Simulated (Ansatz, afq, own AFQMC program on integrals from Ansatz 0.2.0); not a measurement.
# AlGeH (triplet): AFQMC on the coupled-cluster ladder at distance Ge1–Al2 = 2.986 Å, cc-pVDZ

Aim: compute AlGeH (triplet) with auxiliary-field quantum Monte Carlo on the same integrals as coupled cluster, and set the energies side by side.

Method: cc-pVDZ, frozen cores; program: Ansatz 0.2.0, Gaussian basis, and an in-house AFQMC program (afq) on its integrals; all values are calculated.

To be run: PBE (unrestricted); r2SCAN (unrestricted); PBE0 (unrestricted); B3LYP (unrestricted); wB97M-V (unrestricted); B2PLYP (unrestricted); CCSD(T) on UHF; CCSDT(Q) on UHF; Phaseless AFQMC, CISD trial on UHF; Phaseless AFQMC, CISD trial on UHF.

1 further run of the same task is left out (it didn't finish).

## Step 1: The system

The geometry derives from a PBE0/def2-TZVP stationary point (not a proven minimum). One bond is set to the value named and the two fragments are kept rigid. No spin-orbit coupling is included. The filled d shell of Ge may be among the frozen orbitals whatever the setting's name suggests; the logs give the count.

3 atoms, charge 0, spin multiplicity 3.

Atoms are counted from 1 here; the program's logs count them from 0.

Bond lengths: Al2–H3 1.601 Å.

## Step 2: PBE (unrestricted)

in.yaml reads:

```yaml
crystal:
  periodic: [false, false, false]
  atoms:
    - {symbol: Ge, position_ang: [0.000000, 0.000000, 2.524364]}
    - {symbol: Al, position_ang: [0.000000, 0.000000, -0.461636]}
    - {symbol: H, position_ang: [0.000000, 0.000000, -2.062728]}
basis:
  gaussian: {orbitals: cc-pVDZ}
magnetization: {spin_polarized: true, initial_magnetization: 2}
hamiltonian: {xc: {name: PBE}}
output: {orbitals: {seedname: orbitals}}
```

The run is started by

```sh
> ansatz run in.yaml --threads 1 --pin off --events-out ev --progress --plain --max-ram 1382MiB
```

Output:

```text
Functional definition: PBE
  name "PBE"
  cite "Perdew, Burke & Ernzerhof, Phys. Rev. Lett. 77, 3865 (1996) doi:10.1103/PhysRevLett.77.3865"
  parent pbe
  parameter kappa = 0.804
  parameter beta = 0.06672455060314922
  exchange = pbe_x(kappa = kappa, mu = beta*pi^2/3)
  correlation = pbe_c(beta = beta)
553 factors; integrals over basis functions are off by at most 1.1e-3 eV
mean field evaluation 1: about -63115.1305 eV, gradient 7.7e0 eV
mean field evaluation 2: about -63114.0089 eV, gradient 1.1e1 eV
mean field evaluation 4: about -63115.7256 eV, gradient 7.5e-1 eV
mean field evaluation 8: about -63115.7323 eV, gradient 1.2e-2 eV
mean field evaluation 16: about -63113.2731 eV, gradient 6.6e0 eV
mean field evaluation 32: about -63114.1693 eV, gradient 1.3e0 eV
mean field -63115.73229822 eV, -2319.4603805796 hartree, gradient 8.0e-5 eV, S^2 2.003879; 4 other end points of the search recorded, 0 dependent functions left out
reference -63115.73233386 eV, -2319.4603818894 hartree; 24, 22 occupied and 26, 28 virtual orbitals, 553 factors
Total energy: -63115.73233386 eV, -2319.4603818894 hartree
```

Wall time 2.4 s (1 thread of Intel Xeon Platinum 8488C (Sapphire Rapids), shared host).

From the report: ⟨S²⟩ of the determinant 2.004 (pure triplet: 2.00).

## Step 3: r2SCAN (unrestricted)

in.yaml: that of step 2 with these lines changed.

```diff
@@ -9,3 +9,2 @@
 magnetization: {spin_polarized: true, initial_magnetization: 2}
-hamiltonian: {xc: {name: PBE}}
-output: {orbitals: {seedname: orbitals}}
+hamiltonian: {xc: {name: r2SCAN}}
```

The command is unchanged.

Output, cut to the lines that bear on the results:

```text
Functional definition: r2SCAN
  name "r2SCAN"
  cite "Furness, Kaplan, Ning, Perdew & Sun, J. Phys. Chem. Lett. 11, 8208 (2020) doi:10.1021/acs.jpclett.0c02405"
  cite "Furness, Kaplan, Ning, Perdew & Sun, J. Phys. Chem. Lett. 11, 9248 (2020) doi:10.1021/acs.jpclett.0c03077"
  parent r2scan
[...]
553 factors; integrals over basis functions are off by at most 1.1e-3 eV
[...]
mean field -63126.76694996 eV, -2319.8658965516 hartree, gradient 3.3e-5 eV, S^2 2.007372; 8 other end points of the search recorded, 0 dependent functions left out
reference -63126.76696355 eV, -2319.8658970509 hartree; 24, 22 occupied and 26, 28 virtual orbitals, 553 factors
Total energy: -63126.76696355 eV, -2319.8658970509 hartree
```

It took 7 s on 1 thread of Intel Xeon Platinum 8488C (Sapphire Rapids), shared host.

From the report: ⟨S²⟩ of the determinant 2.007 (pure triplet: 2.00).

## Step 4: PBE0 (unrestricted)

in.yaml: that of step 3 with these lines changed.

```diff
@@ -9,2 +9,3 @@
 magnetization: {spin_polarized: true, initial_magnetization: 2}
-hamiltonian: {xc: {name: r2SCAN}}
+hamiltonian: {xc: {name: PBE0}}
+output: {orbitals: {seedname: orbitals}}
```

The command is unchanged.

Output:

```text
Functional definition: PBE0
  name "PBE0"
  cite "Adamo & Barone, J. Chem. Phys. 110, 6158 (1999) doi:10.1063/1.478522"
  cite "Perdew, Burke & Ernzerhof, Phys. Rev. Lett. 77, 3865 (1996) doi:10.1103/PhysRevLett.77.3865"
  parent pbe
  parameter a = 0.25
  parameter kappa = 0.804
  parameter beta = 0.06672455060314922
  exchange = (1 - a)*pbe_x(kappa = kappa, mu = beta*pi^2/3) + a*exact_x
  correlation = pbe_c(beta = beta)
553 factors; integrals over basis functions are off by at most 1.1e-3 eV
mean field evaluation 1: about -63117.3646 eV, gradient 5.3e0 eV
mean field evaluation 2: about -63117.4650 eV, gradient 3.9e0 eV
mean field evaluation 4: about -63117.6573 eV, gradient 2.5e-1 eV
mean field evaluation 8: about -63117.6688 eV, gradient 4.5e-2 eV
mean field evaluation 16: about -63117.6688 eV, gradient 3.9e-4 eV
mean field -63117.66884862 eV, -2319.5315474941 hartree, gradient 6.3e-5 eV, S^2 2.005560; 3 other end points of the search recorded, 0 dependent functions left out
reference -63117.66887519 eV, -2319.5315484705 hartree; 24, 22 occupied and 26, 28 virtual orbitals, 553 factors
Total energy: -63117.66887519 eV, -2319.5315484705 hartree
```

It took 2 s on 1 thread of Intel Xeon Platinum 8488C (Sapphire Rapids), shared host.

From the report: ⟨S²⟩ of the determinant 2.006 (pure triplet: 2.00).

## Step 5: B3LYP (unrestricted)

in.yaml: that of step 4 with these lines changed.

```diff
@@ -9,3 +9,2 @@
 magnetization: {spin_polarized: true, initial_magnetization: 2}
-hamiltonian: {xc: {name: PBE0}}
-output: {orbitals: {seedname: orbitals}}
+hamiltonian: {xc: {name: B3LYP}}
```

Launched as before.

Output, cut to the lines that bear on the results:

```text
Functional definition: B3LYP
  name "B3LYP"
  cite "Stephens, Devlin, Chabalowski & Frisch, J. Phys. Chem. 98, 11623 (1994) doi:10.1021/j100096a001"
  cite "Becke, Phys. Rev. A 38, 3098 (1988) doi:10.1103/PhysRevA.38.3098"
  cite "Lee, Yang & Parr, Phys. Rev. B 37, 785 (1988) doi:10.1103/PhysRevB.37.785"
  cite "Vosko, Wilk & Nusair, Can. J. Phys. 58, 1200 (1980) doi:10.1139/p80-159"
[...]
553 factors; integrals over basis functions are off by at most 1.1e-3 eV
[...]
mean field -63129.86399131 eV, -2319.9797107220 hartree, gradient 3.3e-5 eV, S^2 2.003070; 4 other end points of the search recorded, 0 dependent functions left out
reference -63129.86419906 eV, -2319.9797183566 hartree; 24, 22 occupied and 26, 28 virtual orbitals, 553 factors
Total energy: -63129.86419906 eV, -2319.9797183566 hartree
```

Run time: 1.8 s. Hardware: 1 thread of Intel Xeon Platinum 8488C (Sapphire Rapids), shared host.

From the report: ⟨S²⟩ of the determinant 2.003 (pure triplet: 2.00).

## Step 6: wB97M-V (unrestricted)

in.yaml: that of step 5 with these lines changed.

```diff
@@ -9,2 +9,3 @@
 magnetization: {spin_polarized: true, initial_magnetization: 2}
-hamiltonian: {xc: {name: B3LYP}}
+hamiltonian: {xc: {name: wB97M-V}}
+output: {orbitals: {seedname: orbitals}}
```

The command is unchanged.

Output, cut to the lines that bear on the results:

```text
Functional definition: wB97M-V
  name "wB97M-V"
  cite "Mardirossian & Head-Gordon, J. Chem. Phys. 144, 214110 (2016) doi:10.1063/1.4952647"
  cite "Becke, J. Chem. Phys. 107, 8554 (1997) doi:10.1063/1.475007"
  cite "Vydrov & Van Voorhis, J. Chem. Phys. 133, 244103 (2010) doi:10.1063/1.3521275"
  # Of w^i u^j: cxij and so on, Table III.
[...]
  gx(w, u) = 1 - cx + cx01*u + cx10*w
  gss(w, u) = css00 + css04*u^4 + css10*w + css20*w^2 + css43*w^4*u^3
  gos(w, u) = cos00 + cos10*w + (cos20 + cos21*u)*w^2 + (cos60 + cos61*u)*w^6
[...]
      + integral(e_c_pw_mod_opposite_spin*gos(b97_w_opposite, b97_u_opposite)) + vv10(b, c)
553 factors; integrals over basis functions are off by at most 1.1e-3 eV
166 factors; integrals over basis functions are off by at most 1.4e-5 eV
[...]
mean field -63124.26068120 eV, -2319.7737928734 hartree, gradient 5.7e-5 eV, S^2 2.006301; 1 other end points of the search recorded, 0 dependent functions left out
reference -63124.26071861 eV, -2319.7737942483 hartree; 24, 22 occupied and 26, 28 virtual orbitals, 553 factors
Total energy: -63124.26071861 eV, -2319.7737942483 hartree
```

Wall time 6 s (1 thread of Intel Xeon Platinum 8488C (Sapphire Rapids), shared host).

From the report: ⟨S²⟩ of the determinant 2.006 (pure triplet: 2.00).

## Step 7: B2PLYP (unrestricted)

in.yaml: that of step 6 with these lines changed.

```diff
@@ -9,3 +9,3 @@
 magnetization: {spin_polarized: true, initial_magnetization: 2}
-hamiltonian: {xc: {name: wB97M-V}}
-output: {orbitals: {seedname: orbitals}}
+hamiltonian: {xc: {name: B2PLYP}}
+correlation: {electrons: outside_noble_gas}
```

Launched as before.

Output, cut to the lines that bear on the results:

```text
Functional definition: B2PLYP
  name "B2PLYP"
  cite "Grimme, J. Chem. Phys. 124, 034108 (2006) doi:10.1063/1.2148954"
  cite "Becke, Phys. Rev. A 38, 3098 (1988) doi:10.1103/PhysRevA.38.3098"
  cite "Lee, Yang & Parr, Phys. Rev. B 37, 785 (1988) doi:10.1103/PhysRevB.37.785"
[...]
553 factors; integrals over basis functions are off by at most 1.1e-3 eV
[...]
mean field -63112.24452232 eV, -2319.3322071793 hartree, gradient 3.7e-6 eV, S^2 2.006636; 2 other end points of the search recorded, 0 dependent functions left out
19 core orbitals not correlated: weight in the atoms' cores, before any rotation towards them, 1.000 or more for the frozen orbitals, at most 0.000 for the correlated occupied ones
reference -63112.24465432 eV, -2319.3322120303 hartree; 5, 3 occupied and 26, 28 virtual orbitals, 553 factors
second order -3.84290768 eV of doubles, -0.00000000 eV of singles
Total energy: -63113.28223939 eV, -2319.3703425784 hartree
```

It took 1.8 s on 1 thread of Intel Xeon Platinum 8488C (Sapphire Rapids), shared host.

From the report: ⟨S²⟩ of the determinant 2.007 (pure triplet: 2.00).

## Step 8: CCSD(T) on UHF

in.yaml: that of step 7 with these lines changed.

```diff
@@ -9,3 +9,2 @@
 magnetization: {spin_polarized: true, initial_magnetization: 2}
-hamiltonian: {xc: {name: B2PLYP}}
-correlation: {electrons: outside_noble_gas}
+correlation: {method: ccsd_t, electrons: outside_noble_gas, hamiltonian_folder: ham}
```

Launched as before.

Output, cut to the lines that bear on the results:

```text
Functional definition: HF
  name "HF"
  cite "Fock, Z. Phys. 61, 126 (1930) doi:10.1007/BF01340294"
  parent pbe
[...]
553 factors; integrals over basis functions are off by at most 1.1e-3 eV
[...]
mean field -63069.70858673 eV, -2317.7690403783 hartree, gradient 2.0e-6 eV, S^2 2.018395; 8 other end points of the search recorded, 0 dependent functions left out
determinant -63069.70858673 eV, -2317.7690403783 hartree, with singles and doubles -63073.45741660 eV, -2317.9068073350 hartree
determinant -63068.17054942 eV, -2317.7125185496 hartree, with singles and doubles -63071.98013166 eV, -2317.8525181148 hartree
determinant -63068.14584966 eV, -2317.7116108505 hartree, with singles and doubles -63071.74682526 eV, -2317.8439442629 hartree
determinant -63067.62871130 eV, -2317.6926063661 hartree, with singles and doubles -63071.10929558 eV, -2317.8205154791 hartree
determinant -63067.33301411 eV, -2317.6817396948 hartree, with singles and doubles -63070.49317792 eV, -2317.7978735730 hartree
19 core orbitals not correlated: weight in the atoms' cores, before any rotation towards them, 1.000 or more for the frozen orbitals, at most 0.000 for the correlated occupied ones
reference -63069.70858673 eV, -2317.7690403783 hartree; 5, 3 occupied and 26, 28 virtual orbitals, 553 factors
second order -2.82064021 eV of doubles, -0.00000000 eV of singles
cycle   1  -3.74847429 eV  change    3.6e-4 eV  update   2.7e-3
[...]
cycle   9  -3.74988398 eV  change    5.0e-6 eV  update   3.2e-6
perturbative correction -0.13822071 eV, -0.0050795174 hartree
Total energy: -63073.59669142 eV, -2317.9119255902 hartree
```

Wall time 3.3 s (1 thread of Intel Xeon Platinum 8488C (Sapphire Rapids), shared host).

From the report: ⟨S²⟩ of the determinant 2.018 (pure triplet: 2.00); correlation -3.8881 eV; T1 0.043; largest double amplitude 0.09.

This run also writes the integrals to the folder ham.

## Step 9: CCSDT(Q) on UHF

in.yaml: that of step 8 with these lines changed.

```diff
@@ -9,2 +9,2 @@
 magnetization: {spin_polarized: true, initial_magnetization: 2}
-correlation: {method: ccsd_t, electrons: outside_noble_gas, hamiltonian_folder: ham}
+correlation: {method: ccsdt_q, electrons: outside_noble_gas}
```

The command is unchanged.

Output, cut to the lines that bear on the results:

```text
Functional definition: HF
  name "HF"
  cite "Fock, Z. Phys. 61, 126 (1930) doi:10.1007/BF01340294"
  parent pbe
[...]
935 factors; integrals over basis functions are off by at most 2.6e-7 eV
[...]
mean field -63069.70860856 eV, -2317.7690411806 hartree, gradient 9.4e-6 eV, S^2 2.018395; 9 other end points of the search recorded, 0 dependent functions left out
determinant -63069.70860856 eV, -2317.7690411806 hartree, with singles and doubles -63073.45744091 eV, -2317.9068082285 hartree
determinant -63068.17057207 eV, -2317.7125193821 hartree, with singles and doubles -63071.98016243 eV, -2317.8525192457 hartree
determinant -63068.14588156 eV, -2317.7116120225 hartree, with singles and doubles -63071.74684030 eV, -2317.8439448154 hartree
determinant -63067.71499617 eV, -2317.6957772766 hartree, with singles and doubles -63071.03639361 eV, -2317.8178363814 hartree
determinant -63067.62873556 eV, -2317.6926072577 hartree, with singles and doubles -63071.10933037 eV, -2317.8205167577 hartree
determinant -63067.33305196 eV, -2317.6817410857 hartree, with singles and doubles -63070.49320777 eV, -2317.7978746697 hartree
19 core orbitals not correlated: weight in the atoms' cores, before any rotation towards them, 1.000 or more for the frozen orbitals, at most 0.000 for the correlated occupied ones
reference -63069.70860856 eV, -2317.7690411806 hartree; 5, 3 occupied and 26, 28 virtual orbitals, 935 factors
second order -2.82066249 eV of doubles, -0.00000000 eV of singles
cycle   1  -3.43250679 eV  change   -6.1e-1 eV  update   9.2e-2
[...]
cycle  23  -3.94276454 eV  change    1.9e-7 eV  update   2.3e-7
perturbative correction -0.01270115 eV, -0.0004667585 hartree
Total energy: -63073.66407425 eV, -2317.9144018636 hartree
```

Wall time 9.5 s (1 thread of Intel Xeon Platinum 8488C (Sapphire Rapids), shared host).

From the report: ⟨S²⟩ of the determinant 2.018 (pure triplet: 2.00); correlation -3.9555 eV; T1 0.052; largest double amplitude 0.10.

## Step 10: Phaseless AFQMC, CISD trial on UHF

It reads the integrals that the CCSD(T) run on this determinant wrote.

The run is started by

```sh
> afq ham --method phaseless --trial cisd --walkers 60 --populations 1 --least-time 40 --time-step 0.005 --steps-per-block 50 --equilibration-blocks 28 --max-blocks 300 --target-error 0.00034 --factor-cut 1e-05 --start spin_pure --seed 78 --release-times 0.24,0.51,0.99,1.62,2.4 --release-step 0.03 --release-every 4 --taylor-order 6
```

Output:

```text
orbitals 31  electrons 5 3  factors 218 of 553
reference energy -2317.76904038 Eh
CCSD correlation -0.13780582 Eh in 12 cycles, weight of the determinant in the CISD state 0.8470
energy of the start -2317.906576 Eh
 block  time / (1/Eh)  mean weight  energy / Eh
     1     0.250  1.0020  -2317.905258
     2     0.500  1.0011  -2317.905410
     3     0.750  0.9997  -2317.906023
     4     1.000  1.0000  -2317.907953
     5     1.250  0.9985  -2317.908680
     6     1.500  1.0003  -2317.908921
     7     1.750  0.9991  -2317.910118
     8     2.000  1.0004  -2317.909732
     9     2.250  1.0001  -2317.911479
    10     2.500  0.9992  -2317.911025
    17     4.250  1.0001  -2317.910910
    25     6.250  1.0003  -2317.910874
    33     8.250  1.0003  -2317.917885
    41    10.250  0.9992  -2317.913784
    49    12.250  0.9986  -2317.919370
    57    14.250  1.0002  -2317.911768
    65    16.250  1.0000  -2317.909166
    73    18.250  1.0002  -2317.911744
    81    20.250  1.0008  -2317.911679
    89    22.250  1.0005  -2317.910459
    97    24.250  0.9998  -2317.913328
   105    26.250  1.0008  -2317.917389
   113    28.250  1.0014  -2317.912188
   121    30.250  1.0010  -2317.911446
   129    32.250  0.9988  -2317.914641
   137    34.250  1.0011  -2317.917465
   145    36.250  1.0000  -2317.909007
   153    38.250  1.0010  -2317.916356
   161    40.250  1.0000  -2317.913698
   169    42.250  1.0002  -2317.907900
   177    44.250  0.9988  -2317.910288
   185    46.250  1.0018  -2317.914423
   193    48.250  0.9998  -2317.913168
   201    50.250  1.0004  -2317.914968
   209    52.250  0.9985  -2317.911900
   217    54.250  0.9996  -2317.910644
   225    56.250  1.0006  -2317.912849
   233    58.250  0.9996  -2317.922524
   241    60.250  0.9997  -2317.923022
   249    62.250  0.9993  -2317.917254
   257    64.250  0.9996  -2317.917955
   265    66.250  0.9998  -2317.912241
   273    68.250  1.0007  -2317.914246
   281    70.250  0.9981  -2317.918044
   289    72.250  1.0001  -2317.912717
   297    74.250  1.0005  -2317.914741
   305    76.250  1.0010  -2317.913991
   313    78.250  1.0000  -2317.913214
   321    80.250  0.9997  -2317.910254
blocks merged  error / Eh  count
     1  0.000197  300
     2  0.000259  150
     4  0.000329  75
     8  0.000419  37
    16  0.000486  18
    32  0.000518  9
released: time / (1/Eh)  energy / Eh  error  mean overlap
  0.24  -2317.914303  0.000493  1.0010
  0.51  -2317.914423  0.000444  1.0023
  0.99  -2317.914702  0.000368  0.9900
  1.62  -2317.914177  0.000412  0.9997
  2.40  -2317.914886  0.000622  1.0072
energy -2317.913679 +/- 0.000486 Eh
```

Run time: 4.2 min. Hardware: 1 thread of Intel Xeon Platinum 8488C (Sapphire Rapids), shared host.

Energy -63073.6444 ± 0.0132 eV. Caveats: constraint bias not in the error.

## Step 11: Phaseless AFQMC, CISD trial on UHF (settings varied)

It reads the integrals that the CCSD(T) run on this determinant wrote.

The run is started by

```sh
> afq ham --method phaseless --trial cisd --walkers 20 --populations 1 --least-time 40 --time-step 0.0025 --steps-per-block 50 --equilibration-blocks 24 --max-blocks 320 --target-error 0.00068 --factor-cut 1e-05 --start determinant --seed 4177 --taylor-order 4
```

Output:

```text
orbitals 31  electrons 5 3  factors 218 of 553
reference energy -2317.76904038 Eh
CCSD correlation -0.13780582 Eh in 12 cycles, weight of the determinant in the CISD state 0.8470
energy of the start -2317.906846 Eh
 block  time / (1/Eh)  mean weight  energy / Eh
     1     0.125  1.0000  -2317.905836
     2     0.250  0.9999  -2317.905493
     3     0.375  0.9999  -2317.905253
     4     0.500  0.9995  -2317.905418
     5     0.625  0.9990  -2317.905441
     6     0.750  1.0007  -2317.905827
     7     0.875  0.9999  -2317.906351
     8     1.000  0.9996  -2317.908432
     9     1.125  1.0001  -2317.910695
    10     1.250  1.0001  -2317.915096
    17     2.125  1.0015  -2317.914672
    25     3.125  1.0012  -2317.908171
    33     4.125  1.0010  -2317.910032
    41     5.125  1.0000  -2317.910277
    49     6.125  1.0009  -2317.910953
    57     7.125  1.0004  -2317.913850
    65     8.125  1.0000  -2317.912125
    73     9.125  0.9992  -2317.911247
    81    10.125  1.0006  -2317.908738
    89    11.125  1.0000  -2317.911289
    97    12.125  0.9997  -2317.916301
   105    13.125  0.9995  -2317.911353
   113    14.125  1.0014  -2317.914699
   121    15.125  0.9998  -2317.917988
   129    16.125  0.9986  -2317.916096
   137    17.125  0.9988  -2317.908691
   145    18.125  0.9993  -2317.917296
   153    19.125  0.9991  -2317.911410
   161    20.125  1.0002  -2317.918826
   169    21.125  1.0007  -2317.917408
   177    22.125  0.9990  -2317.912488
   185    23.125  1.0001  -2317.914098
   193    24.125  1.0013  -2317.917229
   201    25.125  0.9993  -2317.915068
   209    26.125  0.9998  -2317.929090
   217    27.125  1.0006  -2317.910607
   225    28.125  0.9984  -2317.920979
   233    29.125  1.0001  -2317.927311
   241    30.125  0.9979  -2317.919964
   249    31.125  0.9988  -2317.913889
   257    32.125  0.9994  -2317.919883
   265    33.125  0.9993  -2317.923481
   273    34.125  0.9997  -2317.918679
   281    35.125  1.0002  -2317.916972
   289    36.125  0.9996  -2317.915578
   297    37.125  1.0005  -2317.909250
   305    38.125  0.9992  -2317.910892
   313    39.125  1.0003  -2317.907580
   321    40.125  0.9992  -2317.910173
   329    41.125  1.0008  -2317.916709
   337    42.125  0.9998  -2317.910918
blocks merged  error / Eh  count
     1  0.000289  320
     2  0.000392  160
     4  0.000515  80
     8  0.000671  40
    16  0.000837  20
    32  0.001092  10
energy -2317.914656 +/- 0.000837 Eh
```

Wall time 57 s (1 thread of Intel Xeon Platinum 8488C (Sapphire Rapids), shared host).

Energy -63073.6710 ± 0.0228 eV. Caveats: constraint bias not in the error. The error still grows with block length (0.0183 to 0.0297 eV), so the bar may be too small.

## Step 12: AFQMC on the ladder

On the UHF determinant, counted from CCSDT(Q) (a yardstick, not exact):

```csv
level,energy (eV),from CCSDT(Q) (meV),statistical error (meV),time
HF,-63069.7086,+3955.5,,
MP2,-63072.5292,+1134.8,,
CCSD,-63073.4585,+205.6,,
CCSD(T),-63073.5967,+67.4,,
CCSDT(Q),-63073.6641,0.0,,
"Phaseless AFQMC, CISD trial, step 0.005, 60 walkers",-63073.6444,+19.7,13.2,4.2 min
"Phaseless AFQMC, CISD trial, step 0.0025, 20 walkers",-63073.6710,-6.9,22.8,57 s
```

The functionals' totals stand on their own zeros and serve differences with other points: PBE -63115.732 eV; r2SCAN -63126.767 eV; PBE0 -63117.669 eV; B3LYP -63129.864 eV; wB97M-V -63124.261 eV; B2PLYP -63113.282 eV.

## Step 13: Results

```
                                        quantity             value
                    CCSD(T) on UHF from CCSDT(Q)         +67.4 meV
Phaseless AFQMC, CISD trial on UHF from CCSDT(Q)  +19.7 ± 13.2 meV
```

In words: On UHF the phaseless walk with the CISD trial lies +19.7 meV from CCSDT(Q), within three error bars. Error bars are statistical and leave out the constraint, the time step and what remains of the start.
